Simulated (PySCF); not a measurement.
# ZrFCl: structure of the singlet

Where does singlet ZrFCl go from a bent start, is the end point a minimum, and what are its modes, charges and moments?

The runs use PySCF 2.14.0; PBE0, basis Zr def2-TZVP with ECP28, F def2-TZVP, Cl def2-TZVP, scalar-relativistic core potentials, no spin–orbit coupling, density fitting.

## 1. Starting geometry

3 atoms, charge 0, spin multiplicity 1.

Bond lengths: Zr1–F2 2.180 Å, Zr1–Cl3 2.530 Å. Angles: F2–Zr1–Cl3 110.0°.

```xyz
3
charge 0 multiplicity 1
Zr    0.0000    0.0000    0.0000
F    -1.7858    0.0000    1.2504
Cl    2.0725    0.0000    1.4511
```

## 2. First SCF at the start

One driver script runs all steps and calls PySCF; scf.py shows how it sets up the SCF of each step. The optimiser is the driver's own. After this first run the driver tries any further starts and a stability analysis.

Input file scf.py:

```python
from pyscf import gto, scf, dft
mol = gto.M(atom='''
Zr     0.000000     0.000000     0.000000
F     -1.785800     0.000000     1.250400
Cl     2.072500     0.000000     1.451100''',
    basis={'Zr': 'def2-TZVP', 'F': 'def2-TZVP', 'Cl': 'def2-TZVP'},
    ecp={'Zr': 'def2-TZVP'},
    charge=0, spin=0)
mf = dft.RKS(mol, xc='PBE0')
mf.grids.atom_grid = (50, 194)
aux = {'Zr': 'def2-universal-JKFIT', 'F': 'def2-universal-JKFIT', 'Cl': 'def2-universal-JKFIT'}
mf = mf.density_fit(auxbasis=aux)
mf.conv_tol = 1e-08
mf.diis_space = 10
mf.max_cycle = 60
mf.init_guess = 'minao'
mf.verbose = 4
mf.kernel()
```

The run is started by

```console
OMP_NUM_THREADS=2 python axn.py task.json out
```

Further steps of the session: Relaxing the singlet from the bent start; Frequencies; The broken-symmetry singlet; Vibrations and properties at this point.

Q: Predict the outcome of this session. Wanted: minimum; geometry; wavenumbers; dipole moment; highest occupied, lowest empty level; polar-tensor charge of Zr1; zero-point energy; atomisation energy; ⟨S²⟩.

**Answer**, as computed:

| quantity | value |
| --- | --- |
| minimum | broken-symmetry (Ms = 0), Cs |
| geometry | Zr–Cl 2.342 Å, Zr–F 1.903 Å; Cl–Zr–F 138.2° |
| wavenumbers (cm⁻¹) | 88 (a'), 388 (a'), 650 (a') |
| dipole moment | 1.31 D |
| highest occupied, lowest empty level (either spin) | -5.49, -2.60 eV |
| polar-tensor charge of Zr1 | +1.06 e |
| zero-point energy | 6.7 kJ/mol |
| entropy at 298.15 K | 297.4 J/(mol K) |
| atomisation energy (no zero-point energy) | 1108 kJ/mol |
| ⟨S²⟩ | 0.954 |

In words: The molecule stays Cs, as typed, and the end point is a minimum. The determinant is spin-contaminated (⟨S²⟩ = 0.95 against 0.00), so it is no pure spin state. The strongest infrared band lies at 650 cm⁻¹ (a', stretch). The first SCF alone would have been 57 kJ/mol too high. Only this shape and spin were tried, so other structures or states may lie lower.
